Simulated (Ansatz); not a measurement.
# SrTiO3: the cost of one run

Program: Ansatz 0.2.0. Level of theory: DFT PBEsol, scalar-relativistic, plane waves, PAW. These are calculated values, not measurements.

2 further runs of the same task are left out: 2 set aside as unsound or not needed. Runs told in other sessions of the task aren't counted.

## Step 1: The system as given

The cell holds 35 atoms (O20SSr7Ti7): a = 6.740 Å, b = 8.701 Å, c = 8.701 Å, α = 113.58°, β = 104.96°, γ = 104.96°.

The coordinates of this cell stand in the input of its own run.

The host was relaxed before at PBEsol: a = 3.891 Å, b = 3.891 Å, c = 3.891 Å, α = 90.00°, β = 90.00°, γ = 90.00° (conventional cell), 11.783 Å³/atom.

Places, in fractions of the supercell: S in place of O at (0.214, 0.357, 0.286). The start keeps the symmetry of the ideal site.

## Step 2: Band edges of the host over the zone

File input.yaml:

```yaml
crystal:
  lattice:
    - [3.8911418677, 0.0, 0.0]
    - [0.0, 3.8911418677, 0.0]
    - [0.0, 0.0, 3.8911418677]
  atoms:
    - { symbol: Sr, position: [0.0, 0.0, 0.0] }
    - { symbol: Ti, position: [0.5, 0.5, 0.5] }
    - { symbol: O, position: [0.5, 0.0, 0.5] }
    - { symbol: O, position: [0.5, 0.5, 0.0] }
    - { symbol: O, position: [0.0, 0.5, 0.5] }
basis:
  ecutwfc: 420
  xc_grid: 2
kpoints:
  mp_grid: { grid: [6, 6, 6] }
  band_path: { path: [VBM, CBM], npoints: 2 }
hamiltonian:
  xc: pbesol
scf:
  occupations: { method: gaussian, width: 0.02 }
output:
  forces: true
  stress: true
  eigenvalues: true
```

Run with:

```
> ansatz run input.yaml --threads 8 --pin off --max-ram 16384MiB --backend cpu --events-out ev --progress --plain --runs-dir out
```

**Question.** How long does this run take on 8 threads of Arm Neoverse V1, shared host, and how much memory does it need?

About 1.3 s, with a peak of 0.39 GiB.
